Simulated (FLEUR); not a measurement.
## TiPd: equation of state with PBE

The system is TiPd.

```
Pd Ti
1.0
     3.18000    0.00000    0.00000
     0.00000    3.18000    0.00000
     0.00000    0.00000    3.18000
Pd Ti
1 1
Cartesian
  0.0000 0.0000 0.0000
  1.5900 1.5900 1.5900
```

```json
{
  "Program": "FLEUR MaX-R8.1 (later development tree)",
  "Task": "equation of state",
  "Functional": "PBE",
  "Potentials or basis": "all-electron",
  "Basis": "FLAPW",
  "Kmax": "4.56 1/bohr",
  "k mesh": "8 × 8 × 8",
  "Occupations": "fermi-dirac, width 0.05 eV",
  "Spin": "no spin polarisation",
  "Gmax": "14.1 1/bohr",
  "Muffin-tin radii": "Pd 2.53, Ti 2.15 bohr",
  "lmax": "Pd 10, Ti 9",
  "Local orbitals a species": "Pd 5, Ti 5"
}
```

```json
{
 "Equilibrium volume": "16.03 Å³/atom",
 "Bulk modulus": "152 GPa",
 "Pressure derivative of the bulk modulus": "4.6"
}
```

Energy against volume, from the lowest point:
```
volume (Å³/atom)  energy (meV/atom)
          15.114              27.62
          15.436              11.14
          15.757               2.21
          16.079               0.00
          16.400               3.84
          16.722              13.07
          17.043              27.08
```
